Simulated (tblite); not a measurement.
# C5H5B3F2: the cost of one run

Programs: tblite 0.8.0 and PySCF 2.14.0, with density-fitted response routines of our own. Each step states its level of theory. These are calculated values for one molecule in the gas phase, unless marked as measured. Atoms are numbered from 0 throughout.

## 1. The molecule as given

15 atoms, charge 0, multiplicity 1; geometry from: force field or distance geometry start.

Bonds of the start (Å): C0–C1 1.20, C1–C2 1.42, C2–C3 1.20, C3–B4 1.55, B4–B5 1.66, B5–C6 1.60, C6–B7 1.58, B7–F8 1.45, B7–F9 1.46, C0–H10 1.06, B4–H11 1.18, B5–H12 1.19, C6–H13 1.11, C6–H14 1.12.

## 2. Geometry optimisation with GFN2-xTB

The job: settings as JSON, then the geometry in Å.

```
{"job": {"kind": "relax", "xc": "GFN2-xTB", "basis": "xTB"}, "charge": 0, "multiplicity": 1}
C      1.650200    -1.236000    -3.821900
C      1.414400    -1.192200    -2.646700
C      1.167700    -1.157300    -1.247100
C      0.933200    -1.107300    -0.075700
B      0.640500    -1.059700     1.445700
B     -0.179500     0.234000     2.095000
C     -0.642600     1.478100     1.209600
B     -1.859000     1.075900     0.282700
F     -1.724500     1.136800    -1.157100
F     -3.122100     0.646700     0.866100
H      1.833800    -1.266800    -4.862300
H      0.995800    -1.943200     2.138600
H     -0.353200     0.261200     3.275900
H      0.209900     1.830000     0.590400
H     -0.969100     2.307500     1.884900
```

Command:

```console
> OMP_NUM_THREADS=1 python probes_run.py task.json out
```

One launch serves the whole session: the jobs run in the order shown.

**Question.** How long does this first job take on 1 thread of Arm Neoverse N1, shared host, and how much memory does it need?

About 1.8 s, with a peak of 0.18 GiB.
